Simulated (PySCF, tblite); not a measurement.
# C3H10OSi2: geometry, infrared bands and NMR shifts

What infrared bands and NMR shifts should C3H10OSi2 (`[SiH3]OC1C[SiH2]C1`) show?

Computed with tblite 0.8.0 and PySCF 2.14.0, with density-fitted response routines of our own, on a single molecule in the gas phase. Atoms are numbered from 0 throughout.

**1. The molecule as given**

16 atoms, charge 0, multiplicity 1; geometry from: force field or distance geometry start.

Bonds of the start (Å): Si0–O1 1.68, O1–C2 1.44, C2–C3 1.59, C3–Si4 1.89, Si4–C5 1.88, C5–C2 1.59, Si0–H6 1.48, Si0–H7 1.49, Si0–H8 1.48, C2–H9 1.10, C3–H10 1.08, C3–H11 1.10, Si4–H12 1.49, Si4–H13 1.47, C5–H14 1.09, C5–H15 1.09.

**2. Optimising the geometry with GFN2-xTB**

What the job is given:

```
{"job": {"kind": "relax", "xc": "GFN2-xTB", "basis": "xTB"}, "charge": 0, "multiplicity": 1}
Si     2.653300     0.460800     0.220600
O      1.354800    -0.199300    -0.607400
C      0.108900    -0.375700     0.095800
C     -0.791400     0.931200     0.186000
Si    -2.316700    -0.175700     0.068800
C     -0.957500    -1.183100    -0.755100
H      2.941600    -0.358900     1.414200
H      2.295700     1.840800     0.662800
H      3.838200     0.506800    -0.662700
H      0.254200    -0.857100     1.077100
H     -0.684300     1.615000    -0.647100
H     -0.700700     1.471900     1.135000
H     -3.381900     0.324400    -0.839600
H     -2.759600    -0.721100     1.364600
H     -0.883500    -1.016800    -1.831200
H     -0.978500    -2.254300    -0.534300
```

On the command line:

```sh
> OMP_NUM_THREADS=1 python probes_run.py task.json out
```

One launch serves the whole session: the jobs run in the order shown.

**Question.** This job is followed by: GFN2-xTB harmonic vibrations, gas phase; GIAO PBE0/pcSseg-1 NMR shielding, non-relativistic, gas phase. Predict these results of the whole session: strongest single infrared mode (GFN2-xTB); zero-point energy (GFN2-xTB); 13C shifts against TMS (PBE0/pcSseg-1, means over atoms taken as alike); 1H shifts against TMS (PBE0/pcSseg-1, means over atoms taken as alike); 29Si shifts against TMS (PBE0/pcSseg-1); 17O shifts against H2O (PBE0/pcSseg-1).

The runs gave:

| quantity | value |
| --- | --- |
| strongest single infrared mode (GFN2-xTB) | 2197 cm⁻¹, 399 km/mol |
| zero-point energy (GFN2-xTB) | 72.7 kcal/mol |
| 13C shifts against TMS (PBE0/pcSseg-1, means over atoms taken as alike) | 71.0, 23.4 ppm |
| 1H shifts against TMS (PBE0/pcSseg-1, means over atoms taken as alike) | 4.84, 4.53, 4.40, 4.33, 1.95, 1.77 ppm |
| 29Si shifts against TMS (PBE0/pcSseg-1) | -47.0, -62.5 ppm |
| 17O shifts against H2O (PBE0/pcSseg-1) | 69.1 ppm |

**Reading.** Over 91 steps the energy fell by 0.466 eV; of the close pairs, Si0–O1 changed most, 1.676 to 1.614 Å. All 42 modes are real, so the xTB geometry is a minimum. The strongest single mode, at 2197 cm⁻¹, moves mainly H7 and H6. GFN2-xTB is a fitted tight-binding method: band positions and strengths are rough. Its intensities can rank the bands wrongly. The most deshielded carbon is C2 (sp3 CH bonded to O), at 71.0 ppm: pulled downfield by the heteroatom. At PBE0/pcSseg-1: Shielding is most anisotropic at Si0 (span 127 ppm, paramagnetic term -484 ppm).
